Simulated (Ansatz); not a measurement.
# Pb: which structure wins, with spin-orbit coupling

Which of fcc, bcc, hcp, sc, diamond is lowest for Pb, with spin-orbit coupling? Methods of the runs shown: PAW.

Program: Ansatz 0.2.0. Level of theory: DFT, LDA, PAW with Ansatz's default frozen-core files, fully relativistic files with spin-orbit coupling. These are calculated values, not measurements.

## (1) The system as given

Symmetry: Fm-3m, No. 225, cubic system. Conventional cell: a = 4.875 Å, b = 4.875 Å, c = 4.875 Å, α = 90.00°, β = 90.00°, γ = 90.00°. Around Pb (site symmetry m-3m) lie 12 Pb at 3.45 Å.

As a file:

```xyz
1
Lattice="0.0000 2.4375 2.4375 2.4375 0.0000 2.4375 2.4375 2.4375 0.0000" Properties=species:S:1:pos:R:3 pbc="T T T"
Pb    0.0000    0.0000    0.0000
```

## (2) Fcc relaxed, PAW

input.yaml reads:

```yaml
crystal:
  lattice:
    - [0.0, 2.4375461311, 2.4375461311]
    - [2.4375461311, 0.0, 2.4375461311]
    - [2.4375461311, 2.4375461311, 0.0]
  atoms:
    - { symbol: Pb, position: [0.0, 0.0, 0.0] }
kpoints:
  mp_grid: { grid: [15, 15, 15] }
scf:
  occupations: { method: fermi_dirac, width: 0.05 }
hamiltonian:
  xc: lda
  pseudopotentials: { kind: paw_fr }
output:
  forces: true
  stress: true
relax:
  f_tol: 0.005
  max_steps: 40
  cell: {}
magnetization:
  noncollinear: true
  spin_orbit: true
```

On the command line:

```
$ ansatz run input.yaml --threads 2 --pin off --max-ram 5120MiB --backend cpu --events-out ev --progress --plain --runs-dir out
```

The runs that follow: Bcc relaxed, PAW; Hcp relaxed, PAW; Sc relaxed, PAW; Diamond relaxed, PAW.

Q: Predict the outcome of this session. Wanted: lowest.

The runs gave:

| quantity | value |
| --- | --- |
| lowest (PAW) | fcc, 7.3 meV/atom under hcp |

By PAW the order is fcc < hcp < bcc < sc < diamond. Only these structures were tried, with electrons smeared by 0.05 eV and without vibrations, so the true ground state may be another. The k meshes differ between phases and weren't tested, which can move differences by some meV.
